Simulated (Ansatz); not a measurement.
Run this with Ansatz's Python interface and show what comes out.

`POSCAR`
```text
Ge
1.0
  -2.57448972    2.57448972    1.39741264
   2.57448972   -2.57448972    1.39741264
   2.57448972    2.57448972   -1.39741264
Ge
2
Direct
   0.25000000    0.75000000    0.50000000
   0.50000000    0.50000000    0.00000000
```

`smear.py`:
```python
'''Smearing width test for Ge.'''

import warnings

import ansatz as az
from ase.io import read
import pandas as pd

warnings.simplefilter('ignore', az.DeckWarning)

atoms = read('POSCAR', format='vasp')
cell = az.Crystal.from_ase(atoms)

model = (
    cell.calculation()
    .kpoints(12, 12, 12)
    .pseudopotentials('paw')
    .functional('lda')
    .forces()
    .stress()
)

rows = []
for value in [0.3, 0.2, 0.1, 0.05]:
    summary = model.occupations('cold', width=value).run(threads=1, backend='cpu').report
    rows.append((value, summary['free_energy_ev'] / len(summary['lattice']['sites']), summary['n_iterations'], sum(summary['stress_gpa'][i][i] for i in range(3)) / 3, max(abs(f) for row in summary['forces_ev_ang'] for f in row), summary['n_kpoints']))

table = pd.DataFrame(rows, columns=['width (eV)', 'F/atom (eV)', 'iterations', 'P (GPa)', 'max component (eV/A)', 'k-points'])
print(table.round(5).to_string(index=False))

# the last row is the reference
for row in rows[:-1]:
    shift = 1000 * (row[1] - rows[-1][1])
    print(f'{row[0]}: {shift:+.2f} meV/atom' + ('  (within 2 meV)' if abs(shift) < 2 else ''))
```

```console
$ python smear.py
 width (eV)  F/atom (eV)  iterations  P (GPa)  max component (eV/A)  k-points
       0.30  -4215.53458           6 -2.67939                   0.0       163
       0.20  -4215.53452           6 -2.68689                   0.0       163
       0.10  -4215.53449           6 -2.68585                   0.0       163
       0.05  -4215.53433           6 -2.67344                   0.0       163
0.3: -0.25 meV/atom  (within 2 meV)
0.2: -0.19 meV/atom  (within 2 meV)
0.1: -0.16 meV/atom  (within 2 meV)
```

Caveats:
- Forces vanish by symmetry here and test nothing.
- The narrowest width needs the finest mesh, so the last row is no converged reference.
- Pressure is positive in compression.
- This isn't the structure that Ge takes at ambient conditions.
- Run time: 24 s on 1 thread of Arm Neoverse V1, with other jobs on the host, peak memory 0.51 GiB.
